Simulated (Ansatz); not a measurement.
# Bi: the cost of one run

Program: Ansatz 0.2.0. Level of theory: DFT PBE, spin-orbit coupling, plane waves, PAW, and further levels as typed in the inputs. These are calculated values, not measurements.

### 1 The structure to begin with

Symmetry: R-3m, No. 166, trigonal system. Conventional cell: a = 4.546 Å, b = 4.546 Å, c = 11.862 Å, α = 90.00°, β = 90.00°, γ = 120.00°. Around Bi (site symmetry 3m) lie 6 Bi at 3.07 to 3.53 Å.

Coordinates:

```cif
data_structure
_symmetry_space_group_name_H-M 'P 1'
_symmetry_Int_Tables_number 1
_cell_length_a 4.7458
_cell_length_b 4.7458
_cell_length_c 4.7458
_cell_angle_alpha 57.233
_cell_angle_beta 57.233
_cell_angle_gamma 57.233
_cell_volume 70.77
loop_
_atom_site_label
_atom_site_type_symbol
_atom_site_fract_x
_atom_site_fract_y
_atom_site_fract_z
_atom_site_occupancy
Bi1 Bi 0.23389 0.23389 0.23389 1
Bi2 Bi 0.76611 0.76611 0.76611 1
```

### 2 Single point: Bi

input.yaml

```yaml
crystal:
  lattice:
    - [2.273, 1.31231716, 3.954]
    - [-2.273, 1.31231716, 3.954]
    - [0.0, -2.62463432, 3.954]
  atoms:
    - { symbol: Bi, position: [0.23389, 0.23389, 0.23389] }
    - { symbol: Bi, position: [0.76611, 0.76611, 0.76611] }
scf:
  occupations: { method: gaussian, width: 0.03 }
output:
  eigenstates:
    kpoints:
      - [0.5, 0.5, 0.5]
      - [0.5021706, 0.4978294, 0.5]
      - [0.5043411, 0.4956589, 0.5]
      - [0.5065117, 0.4934883, 0.5]
      - [0.5086822, 0.4913178, 0.5]
      - [0.5108528, 0.4891472, 0.5]
      - [0.5130233, 0.4869767, 0.5]
      - [0.5012532, 0.5012532, 0.4974937]
      - [0.5025063, 0.5025063, 0.4949873]
      - [0.5037595, 0.5037595, 0.492481]
      - [0.5050127, 0.5050127, 0.4899746]
      - [0.5062659, 0.5062659, 0.4874683]
      - [0.507519, 0.507519, 0.484962]
      - [0.5075516, 0.5075516, 0.5075516]
      - [0.5151032, 0.5151032, 0.5151032]
      - [0.5226548, 0.5226548, 0.5226548]
      - [0.5302063, 0.5302063, 0.5302063]
      - [0.5377579, 0.5377579, 0.5377579]
      - [0.5453095, 0.5453095, 0.5453095]
      - [0.505029, 0.505029, 0.5012695]
      - [0.5100579, 0.5100579, 0.5025389]
      - [0.5150869, 0.5150869, 0.5038084]
      - [0.5201158, 0.5201158, 0.5050778]
      - [0.5251448, 0.5251448, 0.5063473]
      - [0.5301738, 0.5301738, 0.5076167]
      - [0.5, 0.0, 0.0]
      - [0.5021706, -0.0021706, 0.0]
      - [0.5043411, -0.0043411, 0.0]
      - [0.5065117, -0.0065117, 0.0]
      - [0.5086822, -0.0086822, 0.0]
      - [0.5108528, -0.0108528, 0.0]
      - [0.5130233, -0.0130233, 0.0]
      - [0.5012532, 0.0012532, -0.0025063]
      - [0.5025063, 0.0025063, -0.0050127]
      - [0.5037595, 0.0037595, -0.007519]
      - [0.5050127, 0.0050127, -0.0100254]
      - [0.5062659, 0.0062659, -0.0125317]
      - [0.507519, 0.007519, -0.015038]
      - [0.5075516, 0.0075516, 0.0075516]
      - [0.5151032, 0.0151032, 0.0151032]
      - [0.5226548, 0.0226548, 0.0226548]
      - [0.5302063, 0.0302063, 0.0302063]
      - [0.5377579, 0.0377579, 0.0377579]
      - [0.5453095, 0.0453095, 0.0453095]
      - [0.505029, 0.005029, 0.0012695]
      - [0.5100579, 0.0100579, 0.0025389]
      - [0.5150869, 0.0150869, 0.0038084]
      - [0.5201158, 0.0201158, 0.0050778]
      - [0.5251448, 0.0251448, 0.0063473]
      - [0.5301738, 0.0301738, 0.0076167]
hamiltonian:
  xc: pbe
kpoints:
  mp_grid: { grid: [16, 16, 16] }
magnetization:
  noncollinear: true
  spin_orbit: true
```

Started as:

```sh
$ ansatz run input.yaml --threads 4 --pin off --max-ram 10240MiB --backend cpu --events-out ev --progress --plain --runs-dir out
```

What time and memory should one allow on 4 threads of Intel Xeon Platinum 8488C (Sapphire Rapids), shared host?

About 38 s, with a peak of 1.6 GiB.
